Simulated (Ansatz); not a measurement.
# Cd2SO (ordered alloy on zincblende lattice): optics runs under varied settings

Does this optics input for Cd2SO (ordered alloy on zincblende lattice) end well? It is run as it stands.

Method: plane waves, PAW; settings as the input shows, in Ansatz 0.2.0.

**1. Starting point**

Symmetry: P-4m2, No. 115, tetragonal system. Conventional cell: a = 3.919 Å, b = 3.919 Å, c = 5.288 Å, α = 90.00°, β = 90.00°, γ = 90.00°. Around O (site symmetry -4m2) lie 4 Cd at 2.23 Å. Cd (site symmetry 2mm) is surrounded by 2 O at 2.23 Å and 2 S at 2.51 Å. S (site symmetry -4m2) is surrounded by 4 Cd at 2.51 Å.

Structure file:

```cif
data_structure
_symmetry_space_group_name_H-M 'P 1'
_symmetry_Int_Tables_number 1
_cell_length_a 3.9190
_cell_length_b 3.9190
_cell_length_c 5.2880
_cell_angle_alpha 90.000
_cell_angle_beta 90.000
_cell_angle_gamma 90.000
_cell_volume 81.22
loop_
_atom_site_label
_atom_site_type_symbol
_atom_site_fract_x
_atom_site_fract_y
_atom_site_fract_z
_atom_site_occupancy
O1 O 0.00000 0.00000 0.00000 1
Cd1 Cd 0.00000 0.50000 0.79685 1
S1 S 0.50000 0.50000 0.50000 1
Cd2 Cd 0.50000 0.00000 0.20315 1
```

The cell was relaxed beforehand with r2SCAN; those runs aren't shown.

For scale, an earlier run with the standard settings (PBE, 6×6×4, gaussian width 0.1 eV, scissors 0 eV) gave tallest peak of ε₂: 7.1 at 7.15 eV.

**2. Try 1**

Contents of input.yaml:

```yaml
crystal:
  lattice:
    - [3.9189704289, 0.0, 0.0]
    - [0.0, 3.9189704289, 0.0]
    - [0.0, 0.0, 5.2880413861]
  atoms:
    - { symbol: O, position: [0.0, 0.0, 0.0] }
    - { symbol: Cd, position: [0.0, 0.5, 0.7968472649] }
    - { symbol: S, position: [0.5, 0.5, 0.5] }
    - { symbol: Cd, position: [0.5, 0.0, 0.2031527351] }
kpoints:
  mp_grid: { grid: [4, 4, 2] }
hamiltonian:
  xc: pbe
scf:
  occupations: { method: fermi_dirac, width: 0.02 }
output:
  optics:
    e_range: [2, 30]
    de: 0.2
    sigma: -0.1
    scissors: 0
    scheme: gaussian
    drude_damping: 0.02
    bands: scf
```

Command:

```
> ansatz run input.yaml --threads 4 --pin off --max-ram 3686MiB --backend cpu --events-out ev --progress --plain --runs-dir out
```

What it wrote:

```text
Error: invalid value for `output.optics.sigma`: must be finite and > 0; got -0.1 eV
```

Wall time 0.04 s (4 threads of Arm Neoverse V1, shared host); peak memory 0.063 GiB.

Diagnosis: Refused before any calculation. The broadening is negative. Fix: type a small positive width, such as 0.1 eV.

**3. How the runs ended**

```tsv
try	settings	ended	fault	time
1	PBE, 4×4×2, gaussian width -0.1 eV, scissors 0 eV	refused	the broadening is negative	0.04 s
```

In words: 1 refused. No run passed without a fault or warning, so no result is quoted.
